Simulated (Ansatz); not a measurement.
C₂H₅ClSiTe, SMILES ClC[SiH]1C[Te]1, a geometry optimisation

Computed with Ansatz 0.2.0 through its Python package.

The cells in order, each with its output:

In [1]:
```python
import ansatz as az
from ase import Atoms
import numpy as np
import pandas as pd
```

In [2]:
```python
atoms = Atoms(["Cl", "C", "Si", "C", "Te", "H", "H", "H", "H", "H"], positions=[
    (-2.1894, -0.3253, 1.3067),
    (-1.2354, 0.831, 0.3421),
    (-0.1307, -0.1476, -0.7815),
    (1.44, -0.7746, 0.1213),
    (2.2343, 0.8231, -0.9891),
    (-0.6273, 1.4791, 1.0267),
    (-1.8561, 1.4854, -0.2732),
    (-0.5718, -1.0329, -1.8171),
    (1.3278, -0.6018, 1.2632),
    (1.6917, -1.7876, -0.1962),
])
geometry = az.Crystal.molecule_from_ase(atoms)
```

In [3]:
```python
job = geometry.calculation().basis(gaussian="def2-SVP").functional("b3lyp")
symbols = [site.symbol for site in geometry.cartesian_sites]
start = np.array([site.position_ang for site in geometry.cartesian_sites], dtype=float)
def progress(event):
    if event["event"] == "relax_step":
        row = event["data"]
        print(f"step {row['step']:3d}  E = {row['lagrangian_ev']:.6f} eV  largest force component {row['allowed_force_max_ev_ang']:.4f} eV/A")
```

In [4]:
```python
rep = job.relax(force_tolerance=0.005, max_steps=100).session().plan().execute(on_event=progress).report
end = np.array(rep["positions_ang"])

for key in ("converged", "free_energy_ev", "reference_energy_ev", "n_frozen", "n_occupied", "n_virtual"):
    print(f"{key:22s} {rep[key]}")
```
```text
step   1  E = -29843.649547 eV  largest force component 2.7971 eV/A
step   2  E = -29844.113494 eV  largest force component 0.9083 eV/A
step   3  E = -29844.175455 eV  largest force component 0.3858 eV/A
step   4  E = -29844.069618 eV  largest force component 0.7119 eV/A
step   5  E = -29844.190640 eV  largest force component 0.1023 eV/A
step   6  E = -29844.190897 eV  largest force component 0.1339 eV/A
step   7  E = -29844.194457 eV  largest force component 0.0170 eV/A
step   8  E = -29844.194542 eV  largest force component 0.0076 eV/A
step   9  E = -29844.194556 eV  largest force component 0.0032 eV/A
converged              True
free_energy_ev         -29844.194824233637
reference_energy_ev    -29844.194824233637
n_frozen               0
n_occupied             [36, 36]
n_virtual              [79, 79]
```

In [5]:
```python
print("final positions (A) and the move of each atom")
for symbol, xyz, old in zip(symbols, end, start):
    print(f"{symbol:2s} {xyz[0]:10.5f} {xyz[1]:10.5f} {xyz[2]:10.5f}   {np.linalg.norm(xyz - old):7.4f}")
```
```text
final positions (A) and the move of each atom
Cl   -2.45845   -0.27156    1.10947    0.3379
C    -1.25752    0.85389    0.33652    0.0323
Si   -0.03411   -0.15712   -0.68687    0.1356
C     1.43987   -0.86022    0.17767    0.1025
Te    2.18585    0.83743   -1.16125    0.1794
H    -0.74381    1.40869    1.13385    0.1732
H    -1.82140    1.56966   -0.27850    0.0913
H    -0.70566   -0.97702   -1.72337    0.1727
H     1.61849   -0.63424    1.23450    0.2939
H     1.85983   -1.82071   -0.13911    0.1806
```

In [6]:
```python
charges = rep["charge_distribution"]
table = pd.DataFrame({"atom": symbols, "mulliken": charges["mulliken_charges_e"], "lowdin": charges["lowdin_charges_e"]})
print(table.round(3).to_string())
print("dipole (e A):", np.round(charges["dipole_moment_e_ang"], 4) + 0.0)
```
```text
  atom  mulliken  lowdin
0   Cl    -0.157   0.151
1    C    -0.156  -0.195
2   Si     0.443   0.188
3    C    -0.302  -0.174
4   Te    -0.149   0.064
5    H     0.090   0.002
6    H     0.091   0.001
7    H    -0.045  -0.062
8    H     0.091   0.012
9    H     0.094   0.013
dipole (e A): [-0.0535  0.0556  0.036 ]
```

What to keep in mind:
- The settings weren't tested for convergence.
- The end point is the stationary point reached from this start; no frequency run checks that it is a minimum, and the basis set is modest.
- def2 sets replace the cores of elements past krypton by effective core potentials.
- The Löwdin charges here are taken after orthogonalising the functions within each atom; they differ from plain Löwdin charges, and their signs can be unphysical.
- b3lyp holds the VWN-RPA fit, as in Gaussian; the form of ORCA and Turbomole is b3lyp5.
- Hardware and time: 83 s on 1 thread of Arm Neoverse V1, with other jobs on the host, peak memory 0.42 GiB.
